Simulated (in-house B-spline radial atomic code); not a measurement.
# S⁸⁺: excited configurations

Wanted: excitation energies of S⁸⁺ as differences of total energies (ΔSCF).

Program: in-house B-spline radial atomic code version 1. Level of theory: non-relativistic PBE, spin-polarised, spherical fractional occupations, point nucleus, basis-set limit. These are calculated values, not measurements, unless marked.

## (1) What is computed

```
element       : sulfur (Z = 16)
charge        : +8
electrons     : 8
configuration : [He] 2s2 2p4
Hamiltonian   : non-relativistic
nucleus       : point
```

Outer shells as boxes (Hund's rule):

[He] 2s2 2p4
```
[He] core
2s [↑↓]
2p [↑↓][↑ ][↑ ]
```

Where spins are not typed, each open shell is filled with up spins first.

## (2) The base configuration

Input settings:

```ini
Z = 16
electrons = 8.0
configuration = [He] 2s2 2p4
hamiltonian = nr
method = pbe,pbe
spin_polarised = True
```

## (3) Configuration [He] 2s1 2p4 3p1

Input settings:

```ini
Z = 16
electrons = 8.0
configuration = [He] 2s1 2p4 3p1
hamiltonian = nr
method = pbe,pbe
spin_polarised = True
```

## (4) Run with [He] 2s1 2p4 3d1

Input settings:

```ini
Z = 16
electrons = 8.0
configuration = [He] 2s1 2p4 3d1
hamiltonian = nr
method = pbe,pbe
spin_polarised = True
```

## (5) Run with [He] 2s1 2p4 3s1

Input settings:

```ini
Z = 16
electrons = 8.0
configuration = [He] 2s1 2p4 3s1
hamiltonian = nr
method = pbe,pbe
spin_polarised = True
```

## (6) Configuration [He] 2s1 2p5

Input settings:

```ini
Z = 16
electrons = 8.0
configuration = [He] 2s1 2p5
hamiltonian = nr
method = pbe,pbe
spin_polarised = True
```

## (7) [He] 2s2 2p3 3d1

Input settings:

```ini
Z = 16
electrons = 8.0
configuration = [He] 2s2 2p3 3d1
hamiltonian = nr
method = pbe,pbe
spin_polarised = True
```

## (8) Run with [He] 2s2 2p3 3s1

Input settings:

```ini
Z = 16
electrons = 8.0
configuration = [He] 2s2 2p3 3s1
hamiltonian = nr
method = pbe,pbe
spin_polarised = True
```

Q: How far above the reference does each configuration lie (order and size, in eV)?

As calculated:

| net move | configuration | 2|M_S|+1 | energy above the reference (eV) | largest <r> (bohr) |
| --- | --- | --- | --- | --- |
| 2s → 2p | [He] 2s1 2p5 | 3 | 49.007 | 0.453 |
| 2p → 3s | [He] 2s2 2p3 3s1 | 5 | 216.33 | 1.15 |
| 2p → 3d | [He] 2s2 2p3 3d1 | 5 | 247.05 | 1.06 |
| 2s → 3s | [He] 2s1 2p4 3s1 | 5 | 262.78 | 1.15 |
| 2s → 3p | [He] 2s1 2p4 3p1 | 5 | 276.16 | 1.15 |
| 2s → 3d | [He] 2s1 2p4 3d1 | 5 | 293.28 | 1.06 |

**Reading.** At the bottom stands 2s → 2p (49.007 eV), at the top 2s → 3d (293.28 eV). The reference has 2|M_S|+1 = 3; 5 of the configurations differ from it in spin. These are spherical averages at the typed spins, not spectroscopic levels.
